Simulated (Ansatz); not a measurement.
# C3H8BN: the cost of one run

Program: Ansatz 0.2.0. Level of theory: RKS r2SCAN/cc-pVDZ. These are calculated values, not measurements.

## Step 1: The system as given

Bond lengths: N1–C2 1.417 Å, C2–C3 1.520 Å, C3–B4 1.648 Å, C3–C5 1.505 Å, B4–C5 1.565 Å, N1–H6 1.086 Å, N1–H7 1.078 Å, C2–H8 1.069 Å, C2–H9 1.148 Å, C3–H10 1.071 Å, B4–H11 1.202 Å, C5–H12 1.101 Å, C5–H13 1.112 Å. Angles (14 of 24 angles, heavy atoms first): N1–C2–C3 108.7°, C2–C3–B4 115.5°, C2–C3–C5 115.6°, B4–C3–C5 59.3°, C3–B4–C5 55.8°, C3–C5–B4 64.9°, N1–C2–H8 111.6°, N1–C2–H9 106.4°, C3–C2–H8 107.2°, C3–C2–H9 113.6°, C2–N1–H6 109.4°, C2–N1–H7 109.0°, C2–C3–H10 121.4°, B4–C3–H10 114.7°.

Structure file:

```xyz
13

N    -0.8659    1.6301    0.4654
C    -0.8797    0.2145    0.4092
C     0.1236   -0.2412   -0.6381
B     0.7908   -1.7262   -0.3831
C     1.5458   -0.3736   -0.1634
H    -1.5953    1.9694    1.1956
H    -1.2807    2.0213   -0.4489
H    -1.8370   -0.1584    0.1127
H    -0.6365   -0.1542    1.4693
H     0.0176    0.0299   -1.6684
H     0.5973   -2.9122   -0.3547
H     2.3524   -0.2017   -0.8932
H     1.6880   -0.1324    0.9124
```

## Step 2: Relaxing end A

File input.yaml:

```yaml
crystal:
  periodic: [false, false, false]
  atoms:
    - { symbol: "N", position_ang: [-0.8659, 1.6301, 0.4654] }
    - { symbol: C, position_ang: [-0.8797, 0.2145, 0.4092] }
    - { symbol: C, position_ang: [0.1236, -0.2412, -0.6381] }
    - { symbol: B, position_ang: [0.7908, -1.7262, -0.3831] }
    - { symbol: C, position_ang: [1.5458, -0.3736, -0.1634] }
    - { symbol: H, position_ang: [-1.5953, 1.9694, 1.1956] }
    - { symbol: H, position_ang: [-1.2807, 2.0213, -0.4489] }
    - { symbol: H, position_ang: [-1.837, -0.1584, 0.1127] }
    - { symbol: H, position_ang: [-0.6365, -0.1542, 1.4693] }
    - { symbol: H, position_ang: [0.0176, 0.0299, -1.6684] }
    - { symbol: H, position_ang: [0.5973, -2.9122, -0.3547] }
    - { symbol: H, position_ang: [2.3524, -0.2017, -0.8932] }
    - { symbol: H, position_ang: [1.688, -0.1324, 0.9124] }
basis:
  gaussian: { orbitals: cc-pVDZ }
hamiltonian:
  xc: r2scan
relax:
  f_tol: 0.015
  max_steps: 40
```

Started as:

```bash
> ansatz run input.yaml --threads 2 --pin off --max-ram 3072MiB --backend cpu --events-out ev --progress --plain --runs-dir out
```

**Question.** How long does this run take on 2 threads of Intel Xeon 6975P-C (Granite Rapids), shared host, and how much memory does it need?

About 22 s, with a peak of 0.19 GiB.
